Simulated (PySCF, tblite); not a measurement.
# C3H5O2Si radical: geometry, infrared bands and EPR parameters

Aim: predict the infrared bands and EPR parameters of C3H5O2Si radical (`O=C1O[CH]C[SiH2]1`).

Computed with tblite 0.8.0 and PySCF 2.14.0, with density-fitted response routines of our own, on a single molecule in the gas phase. Atoms are numbered from 0 throughout.

### Step 1. The starting structure

11 atoms, charge 0, multiplicity 2; geometry from: force field or distance geometry start.

Bonds of the start (Å): O0–C1 1.23, C1–O2 1.38, O2–C3 1.41, C3–C4 1.48, C4–Si5 1.89, Si5–C1 1.88, C3–H6 1.08, C4–H7 1.09, C4–H8 1.09, Si5–H9 1.50, Si5–H10 1.49.

### Step 2. Relaxing the molecule with GFN2-xTB

The job: settings as JSON, then the geometry in Å.

```
{"job": {"kind": "relax", "xc": "GFN2-xTB", "basis": "xTB"}, "charge": 0, "multiplicity": 2}
O      2.702200    -0.320500    -0.241900
C      1.486500    -0.368800    -0.038900
O      0.852400    -1.402300     0.618700
C     -0.536800    -1.142900     0.683600
C     -1.118900     0.100100     0.120700
Si     0.357000     1.023500    -0.605100
H     -1.069200    -1.939800     1.191600
H     -1.603400     0.692800     0.898500
H     -1.841000    -0.145700    -0.663700
H      0.552200     2.331400     0.093100
H      0.224500     1.174900    -2.082700
```

Started as:

```console
$ OMP_NUM_THREADS=1 python probes_run.py task.json out
```

This one command runs all jobs of the session in turn.

**Question.** This job is followed by: GFN2-xTB harmonic vibrations, gas phase; UKS B3LYP, pcH-1 on C H O Si, non-relativistic, mean-field spin-orbit, GIAO. What will the session give for the following? strongest single infrared mode (GFN2-xTB); zero-point energy (GFN2-xTB); g(iso) (B3LYP); ⟨S²⟩; largest a(iso) (averaged by class); potential on the surface of density 0.002 e/bohr³, 1st and 99th percentile.

The runs gave:

```
                                                                  quantity                   value
                                 strongest single infrared mode (GFN2-xTB)   1702 cm⁻¹, 535 km/mol
                                              zero-point energy (GFN2-xTB)           43.4 kcal/mol
                                                            g(iso) (B3LYP)                 2.00303
                                                                      ⟨S²⟩      0.755 (exact 0.75)
                                        largest a(iso) (averaged by class)  1H on H7, H8, 95.6 MHz
potential on the surface of density 0.002 e/bohr³, 1st and 99th percentile      -1.80 V and 1.60 V
```

What this shows: The optimisation took 21 steps and gained 0.326 eV; among the close pairs (by a distance rule), O2–C3 changed most, from 1.415 to 1.331 Å. All 27 modes are real, so the xTB geometry is a minimum. The strongest single mode, at 1702 cm⁻¹, moves mainly C1 and O0. Unscaled tight-binding wavenumbers are off by several per cent, some by more. Its intensities can rank the bands wrongly. C3 carries the largest spin population, 0.91 e. The isotropic g lies 0.7 ppt above the free-electron value. The conformer search found further structures of the same energy, which may be mirror or relabelled copies of this one.
